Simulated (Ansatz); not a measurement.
# Tl2SbBr2Cl: the cost of one run

Computed with Ansatz 0.2.0 (DFT PBE, scalar-relativistic, plane waves, PAW, unless a step names another level, unless a step's input says otherwise).

4 further runs of the same task are left out: 3 that didn't finish, 1 set aside as unsound or not needed.

**1. The starting structure**

The structure is trigonal, space group R-3m (No. 166). Conventional cell: a = 4.104 Å, b = 4.104 Å, c = 43.113 Å, α = 90.00°, β = 90.00°, γ = 120.00°. Around Tl (site symmetry 3m) lie 3 Cl at 3.19 Å and 3 Br at 3.27 Å. Sb (site symmetry -3m) is surrounded by 2 Br at 2.79 Å. Br (site symmetry 3m) has 1 Sb at 2.79 Å and 3 Tl at 3.27 Å as nearest neighbours. Cl (site symmetry -3m) is surrounded by 6 Tl at 3.19 Å.

As a file:

```xyz
6
Lattice="2.0518 1.1846 14.3711 -2.0518 1.1846 14.3711 0.0000 -2.3692 14.3711" Properties=species:S:1:pos:R:3 pbc="T T T"
Tl    0.0000    0.0000   12.2353
Tl    0.0000    0.0000   30.8780
Sb    0.0000    0.0000   21.5567
Br    0.0000    0.0000   18.7678
Br    0.0000    0.0000   24.3456
Cl    0.0000    0.0000    0.0000
```

It came out lowest among 27 distinct ends of the trial cells. At a tolerance of 0.05 Å it has space group R-3m (No. 166).

**2. Relaxing to 0.001 eV/Å, on the response runs' mesh and smearing**

Input file input.yaml:

```yaml
crystal:
  lattice:
    - [2.051804743, 1.1846100207, 14.3711129641]
    - [-2.051804743, 1.1846100207, 14.3711129641]
    - [0.0, -2.3692200414, 14.3711129641]
  atoms:
    - { symbol: Tl, position: [0.2837949357, 0.2837949357, 0.2837949357] }
    - { symbol: Tl, position: [0.7162050643, 0.7162050643, 0.7162050643] }
    - { symbol: Sb, position: [0.5, 0.5, 0.5] }
    - { symbol: Br, position: [0.4353119636, 0.4353119636, 0.4353119636] }
    - { symbol: Br, position: [0.5646880364, 0.5646880364, 0.5646880364] }
    - { symbol: Cl, position: [0.0, 0.0, 0.0] }
basis:
  ecutwfc: 420
kpoints:
  mp_grid: { grid: [12, 12, 12] }
hamiltonian:
  xc: pbe
scf:
  occupations: { method: gaussian, width: 0.1 }
output:
  forces: true
  stress: true
  eigenvalues: true
relax:
  adjacent_minimum: "off"
  f_tol: 0.001
  max_steps: 60
  cell: { stress_tol: 0.01 }
```

Run with:

```
ansatz run input.yaml --threads 3 --pin off --max-ram 7680MiB --backend cpu --events-out ev --progress --plain --runs-dir out
```

What time and memory should one allow on 3 threads of Arm Neoverse N1, shared host?

About 2.4 min, with a peak of 1.3 GiB.
